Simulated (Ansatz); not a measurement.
# Co (hcp type): how the settings move a relaxation

How sensitive is a relaxation of Co (hcp type) to its settings? A reference run comes first, then one run with altered input.

Method: reference: DFT, PBE, PAW with Ansatz's default frozen-core files, scalar-relativistic, in Ansatz 0.2.0.

### 1 The system as given

Symmetry: P6_3/mmc, No. 194, hexagonal system. Conventional cell: a = 1.981 Å, b = 1.981 Å, c = 3.199 Å, α = 90.00°, β = 90.00°, γ = 120.00°. Co (site symmetry -6m2) has 12 Co at 1.97 to 1.98 Å as nearest neighbours.

Structure file:

```
Co
1.0
     1.98073    0.00000    0.00000
    -0.99037    1.71536    0.00000
     0.00000    0.00000    3.19869
Co
2
Direct
  0.33333 0.66667 0.25000
  0.66667 0.33333 0.75000
```

### 2 Baseline

input.yaml reads:

```yaml
crystal:
  lattice:
    - [1.9807325093, 0.0, 0.0]
    - [-0.9903662547, 1.7153646712, 0.0]
    - [0.0, 0.0, 3.1986922119]
  atoms:
    - { symbol: Co, position: [0.3333333333, 0.6666666667, 0.25], spin: 1.7 }
    - { symbol: Co, position: [0.6666666667, 0.3333333333, 0.75], spin: 1.7 }
magnetization:
  spin_polarized: true
kpoints:
  mp_grid: { grid: [17, 17, 10] }
scf:
  occupations: { method: fermi_dirac, width: 0.05 }
hamiltonian:
  xc: pbe
  pseudopotentials: { kind: paw }
output:
  forces: true
  stress: true
relax:
  f_tol: 0.005
  max_steps: 30
  cell: { stress_tol: 0.53, fix: [volume] }
```

Started as:

```bash
ansatz run input.yaml --threads 1 --pin off --max-ram 3072MiB --backend cpu --events-out ev --progress --plain --runs-dir out
```

### 3 Again, with occupations.method methfessel_paxton, occupations.width 0.1, chi_scale 0.1

Changes to input.yaml since step 2:

```diff
@@ -13,3 +13,4 @@
 scf:
-  occupations: { method: fermi_dirac, width: 0.05 }
+  occupations: { method: methfessel_paxton, width: 0.1 }
+  initial_density: { chi_scale: 0.1 }
 hamiltonian:
```

Before running it: what results should come out? Wanted: for each run, ending; energy change; pressure; gap; force.

**Answer**, as computed:

```
                                                                          run     ending       energy change  pressure (GPa)  gap (eV)  force (eV/Å)  cycles  time
                                                                    reference  converged                   0           712.4      0.00          0.00      28  31 s
1: occupations.method methfessel_paxton, occupations.width 0.1, chi_scale 0.1  converged  0.0 meV/atom (σ→0)           712.3      0.00          0.00      31  31 s
```

**Reading.** Changing the smearing and start hardly moves the energy: 0.0 meV/atom. Cost: 31 SCF cycles against 28. The cell is not at rest: the sound run finds 712 GPa, so these are no properties of the crystal at its own volume. 
